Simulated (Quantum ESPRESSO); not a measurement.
# Al2Cl (Fm-3m) in Quantum ESPRESSO: a series of runs, part 2 of 3

Quantum ESPRESSO 7.5. The steps go on from the part before.

## 3. Phonons, rPW86PBE+rVV10

The input, pw.in:

```
&CONTROL
  calculation = 'scf'
  prefix = 'pwscf'
  outdir = './tmp'
  pseudo_dir = './pseudo'
  tprnfor = .true.
  tstress = .true.
  disk_io = 'low'
/
&SYSTEM
  ibrav = 0
  A = 4.46704189
  nat = 3
  ntyp = 2
  ecutwfc = 52
  nbnd = 12
  input_dft = 'rvv10'
  occupations = 'smearing'
  smearing = 'fd'
  degauss = 0.00367493
/
&ELECTRONS
  conv_thr = 6d-10
  electron_maxstep = 120
  mixing_beta = 0.5
/
ATOMIC_SPECIES
Al    26.9815 13_Al_3_1.9_1.9_pbe_n_v1.0.upf
Cl    35.4500 17_Cl_7_1.9_1.9_pbe_n_v1.0.upf
CELL_PARAMETERS alat
   0.0000000000    0.7071067807    0.7071067807
   0.7071067807    0.0000000000    0.7071067807
   0.7071067807    0.7071067807    0.0000000000
ATOMIC_POSITIONS alat
Al     0.3535533903    0.3535533903    0.3535533903
Al     1.0606601710    1.0606601710    1.0606601710
Cl     0.0000000000    0.0000000000    0.0000000000
K_POINTS automatic
6 6 6 1 1 1
```

The input, relax.in:

```
&CONTROL
  calculation = 'vc-relax'
  prefix = 'pwscf'
  outdir = './tmp'
  pseudo_dir = './pseudo'
  tprnfor = .true.
  tstress = .true.
  disk_io = 'low'
  nstep = 40
  forc_conv_thr = 0.0001
  etot_conv_thr = 1d-06
/
&SYSTEM
  ibrav = 0
  A = 4.46704189
  nat = 3
  ntyp = 2
  ecutwfc = 52
  nbnd = 12
  input_dft = 'rvv10'
  occupations = 'smearing'
  smearing = 'fd'
  degauss = 0.00367493
/
&ELECTRONS
  conv_thr = 6d-10
  electron_maxstep = 120
  mixing_beta = 0.5
/
&IONS
  ion_dynamics = 'bfgs'
/
&CELL
  cell_dynamics = 'bfgs'
  press = 0
  press_conv_thr = 0.2
/
ATOMIC_SPECIES
Al    26.9815 13_Al_3_1.9_1.9_pbe_n_v1.0.upf
Cl    35.4500 17_Cl_7_1.9_1.9_pbe_n_v1.0.upf
CELL_PARAMETERS alat
   0.0000000000    0.7071067807    0.7071067807
   0.7071067807    0.0000000000    0.7071067807
   0.7071067807    0.7071067807    0.0000000000
ATOMIC_POSITIONS alat
Al     0.3535533903    0.3535533903    0.3535533903
Al     1.0606601710    1.0606601710    1.0606601710
Cl     0.0000000000    0.0000000000    0.0000000000
K_POINTS automatic
6 6 6 1 1 1
```

The input, scf2.in:

```
&CONTROL
  calculation = 'scf'
  prefix = 'pwscf'
  outdir = './tmp'
  pseudo_dir = './pseudo'
  tprnfor = .true.
  tstress = .true.
  disk_io = 'low'
/
&SYSTEM
  ibrav = 0
  A = 5.03490669
  nat = 3
  ntyp = 2
  ecutwfc = 52
  nbnd = 12
  input_dft = 'rvv10'
  occupations = 'smearing'
  smearing = 'fd'
  degauss = 0.00367493
/
&ELECTRONS
  conv_thr = 1d-13
  electron_maxstep = 120
  mixing_beta = 0.5
  startingpot = 'file'
  startingwfc = 'file'
/
ATOMIC_SPECIES
Al    26.9815 13_Al_3_1.9_1.9_pbe_n_v1.0.upf
Cl    35.4500 17_Cl_7_1.9_1.9_pbe_n_v1.0.upf
CELL_PARAMETERS alat
   0.0000000000    0.7071067813    0.7071067813
   0.7071067813    0.0000000000    0.7071067813
   0.7071067813    0.7071067813    0.0000000000
ATOMIC_POSITIONS alat
Al     0.3535533906    0.3535533906    0.3535533906
Al     1.0606601719    1.0606601719    1.0606601719
Cl     0.0000000000    0.0000000000    0.0000000000
K_POINTS automatic
6 6 6 1 1 1
```

The input, ph.in:

```
phonons of Al2Cl
&INPUTPH
  prefix = 'pwscf'
  outdir = './tmp'
  tr2_ph = 1d-18
  fildyn = 'dyn'
  niter_ph = 90
  alpha_mix(1) = 0.4
/
0.0000000000 0.0000000000 0.0000000000
```

The input, dynmat.in:

```
&INPUT
  fildyn = 'dyn'
  asr = 'crystal'
  filout = 'dynmat.disp'
  fileig = 'dynmat.eig'
/
```

Potentials or basis: SPMS 1.0 PBE.

On the command line:

```console
OMP_NUM_THREADS=1 pw.x -in pw.in > pw.out
OMP_NUM_THREADS=1 pw.x -in relax.in > relax.out
OMP_NUM_THREADS=1 pw.x -in scf2.in > scf2.out
OMP_NUM_THREADS=1 ph.x -in ph.in > ph.out
OMP_NUM_THREADS=1 dynmat.x -in dynmat.in > dynmat.out
```

pw.out:

```text
This program is part of the open-source Quantum ESPRESSO suite
     for quantum simulation of materials; please cite
         "P. Giannozzi et al., J. Phys.:Condens. Matter 21 395502 (2009);
         "P. Giannozzi et al., J. Phys.:Condens. Matter 29 465901 (2017);
         "P. Giannozzi et al., J. Chem. Phys. 152 154105 (2020);
     in publications or presentations arising from this work. More details at

     IMPORTANT: XC functional enforced from input :
     Exchange-correlation= RVV10
                           (   1   4  13   4  26   0   0)
     Any further DFT definition will be discarded
     Please, verify this is what you really want

     Message from routine setup:
     using ibrav=0 with symmetry is DISCOURAGED, use correct ibrav instead

     G-vector sticks info
     --------------------
     sticks:   dense  smooth     PW     G-vecs:    dense   smooth      PW
     Sum        1027    1027    313                21595    21595    3647

     Using Slab Decomposition

     bravais-lattice index     =            0
     lattice parameter (alat)  =       8.4415  a.u.
     unit-cell volume          =     425.3453 (a.u.)^3
     number of atoms/cell      =            3
     number of atomic types    =            2
     number of electrons       =        13.00
     number of Kohn-Sham states=           12
     kinetic-energy cutoff     =      52.0000  Ry
     charge density cutoff     =     208.0000  Ry
     scf convergence threshold =      6.0E-10
     mixing beta               =       0.5000
     number of iterations used =            8  plain     mixing
     Exchange-correlation= RVV10
                           (   1   4  13   4  26   0   0)

     celldm(1)=   8.441486  celldm(2)=   0.000000  celldm(3)=   0.000000
     celldm(4)=   0.000000  celldm(5)=   0.000000  celldm(6)=   0.000000

     crystal axes: (cart. coord. in units of alat)
               a(1) = (   0.000000   0.707107   0.707107 )
               a(2) = (   0.707107   0.000000   0.707107 )
               a(3) = (   0.707107   0.707107   0.000000 )

     reciprocal axes: (cart. coord. in units 2 pi/alat)
               b(1) = ( -0.707107  0.707107  0.707107 )
               b(2) = (  0.707107 -0.707107  0.707107 )
               b(3) = (  0.707107  0.707107 -0.707107 )

     PseudoPot. # 1 for Al read from file:
[... 35 lines left out ...]

     number of k points=    28  Fermi-Dirac smearing, width (Ry)=  0.0037
                       cart. coord. in units 2pi/alat
        k(    1) = (   0.0589256   0.0589256   0.0589256), wk =   0.0185185
        k(    2) = (   0.1767767   0.1767767  -0.0589256), wk =   0.0555556
        k(    3) = (   0.2946278   0.2946278  -0.1767767), wk =   0.0555556
        k(    4) = (  -0.2946278  -0.2946278   0.4124790), wk =   0.0555556
        k(    5) = (  -0.1767767  -0.1767767   0.2946278), wk =   0.0555556
        k(    6) = (  -0.0589256  -0.0589256   0.1767767), wk =   0.0555556
[... 20 lines left out ...]
        k(   27) = (   0.2946278   0.2946278   0.2946278), wk =   0.0185185
        k(   28) = (  -0.2946278  -0.2946278   0.8838835), wk =   0.0555556

     Dense  grid:    21595 G-vectors     FFT dimensions: (  40,  40,  40)

     Initial potential from superposition of free atoms

     starting charge      12.9951, renormalised to      13.0000

Carrying out rVV10 run using the following parameters:
Nqs =      20    Nr_points =    1024   r_max =   100.000
b_value =  6.30000    beta =  0.00901
     q_mesh =  0.00010000  0.00030000  0.00058939  0.00100810
               0.00161396  0.00249058  0.00375900  0.00559430
               0.00824984  0.01209221  0.01765183  0.02569619
               0.03733578  0.05417739  0.07854596  0.11380545
               0.16482331  0.23864234  0.34545298  0.50000000

Gradients computed in Reciprocal space

     Starting wfcs are   12 randomized atomic wfcs

     Self-consistent Calculation

     iteration #  1     ecut=    52.00 Ry     beta= 0.50
     Davidson diagonalization with overlap
     ethr =  1.00E-02,  avg # of iterations =  4.1

     Threshold (ethr) on eigenvalues was too large:
     Diagonalizing with lowered threshold

     Davidson diagonalization with overlap
     ethr =  1.37E-04,  avg # of iterations =  7.3

     total energy              =     -41.94871948 Ry
     estimated scf accuracy    <       0.01809604 Ry
[... 43 lines left out ...]
     iteration #  8     ecut=    52.00 Ry     beta= 0.50
     Davidson diagonalization with overlap
     ethr =  3.60E-11,  avg # of iterations =  2.8

     End of self-consistent calculation

          k = 0.0589 0.0589 0.0589 (  2709 PWs)   bands (ev):

   -11.2341  -0.0960   0.5879   0.5879   1.2615   5.9491   6.5670   6.5670
     8.1012  10.3782  10.3782  11.3619
[... 73 lines left out ...]
   -10.9484  -1.8637  -0.3124  -0.1630   3.5070   4.3730   6.2718   8.5891
     8.7167  11.8397  12.0562  12.4520

          k =-0.5303 0.1768-0.0589 (  2696 PWs)   bands (ev):

   -10.9820  -1.6726  -0.4860  -0.0641   3.9650   4.5813   6.0416   7.9814
     8.4570  10.9848  12.5712  12.9451

          k =-0.4125 0.0589 0.0589 (  2690 PWs)   bands (ev):
[... 51 lines left out ...]
   -10.9954  -1.7811  -0.4296   0.2233   3.1767   5.7739   6.3967   7.4603
     8.9939   9.8557  10.7519  12.4582

     the Fermi energy is     6.3320 ev

!    total energy              =     -41.95448456 Ry
     estimated scf accuracy    <          2.2E-11 Ry
     smearing contrib. (-TS)   =      -0.00101324 Ry
     internal energy E=F+TS    =     -41.95347132 Ry

     The total energy is F=E-TS. E is the sum of the following terms:
     one-electron contribution =      -3.31433354 Ry
     hartree contribution      =       7.53139543 Ry
     xc contribution           =     -13.15315412 Ry
     ewald contribution        =     -33.01737908 Ry

     convergence has been achieved in   8 iterations

     Forces acting on atoms (cartesian axes, Ry/au):

     atom    1 type  1   force =     0.00000000    0.00000000   -0.00000000
     atom    2 type  1   force =    -0.00000000   -0.00000000    0.00000000
     atom    3 type  2   force =     0.00000000    0.00000000    0.00000000

     Total force =     0.000000     Total SCF correction =     0.000000

     Computing stress (Cartesian axis) and pressure

          total   stress  (Ry/bohr**3)                   (kbar)     P=      129.57
   0.00088083   0.00000000   0.00000000          129.57        0.00        0.00
   0.00000000   0.00088083   0.00000000            0.00      129.57        0.00
   0.00000000   0.00000000   0.00088083            0.00        0.00      129.57

=------------------------------------------------------------------------------=
   JOB DONE.
=------------------------------------------------------------------------------=
```

It took 12 min on 1 thread of Arm Neoverse V1, shared host; peak memory 0.24 GiB.

What came out:

```
Free energy                            : -571.6596 eV
Relaxed volume                         : 30.08 Å³/atom
Relaxed cell                           : a = 5.035 Å, b = 5.035 Å, c = 5.035 Å, α = 60.00°, β = 60.00°, γ = 60.00°
Space group after relaxing (to 0.05 Å) : Fm-3m (No. 225)
Pressure after relaxing                : 0.0 GPa
Band gap on the k mesh                 : none (metal or under the smearing width)
Highest phonon frequency at Γ          : -19 cm⁻¹
Most unstable mode                     : 144i cm⁻¹
```

The path:
```csv
step,energy change (eV),largest force (eV/Å),pressure (GPa),volume (Å³)
1,0.0000,0.0000,12.96,63.03
2,-0.2986,0.0000,9.55,67.29
3,-0.5395,0.0000,6.36,72.18
4,-0.7566,0.0000,2.83,79.97
5,-0.8342,0.0000,0.60,87.54
6,-0.8390,0.0000,0.09,89.84
7,-0.8392,0.0000,0.00,90.24
8,-0.8392,0.0000,0.00,90.25
```

Final structure:
```yaml
crystal:
  lattice:
    - [0.00000, 3.56022, 3.56022]
    - [3.56022, 0.00000, 3.56022]
    - [3.56022, 3.56022, 0.00000]
  atoms:
    - { symbol: Al, position: [0.25000, 0.25000, 0.25000] }
    - { symbol: Al, position: [0.75000, 0.75000, 0.75000] }
    - { symbol: Cl, position: [0.00000, 0.00000, 0.00000] }
```

Phonon frequencies in cm⁻¹ (negative: imaginary):
```tsv
q point	frequencies
(0.000, 0.000, 0.000)	-144 -144 -144 -54 -54 -54 -19 -19 -19
```

Optical modes at Γ, degenerate ones joined:
| cm⁻¹ | components | symmetry | active in |
| --- | --- | --- | --- |
| 145i | 3 | T1u | IR |
| 54i | 3 | T2g | Raman |

Caveat: the potentials were made for another functional, which shifts forces and pressure; some modes are imaginary; the volume moved by over 15 % at a fixed basis, so the end points are rough; an odd number of electrons without spin polarisation forces a metal; a magnetic or distorted state may lie lower; pairwise dispersion overbinds metals, which lowers pressure and volume.

(Continued in part 3 of 3.)
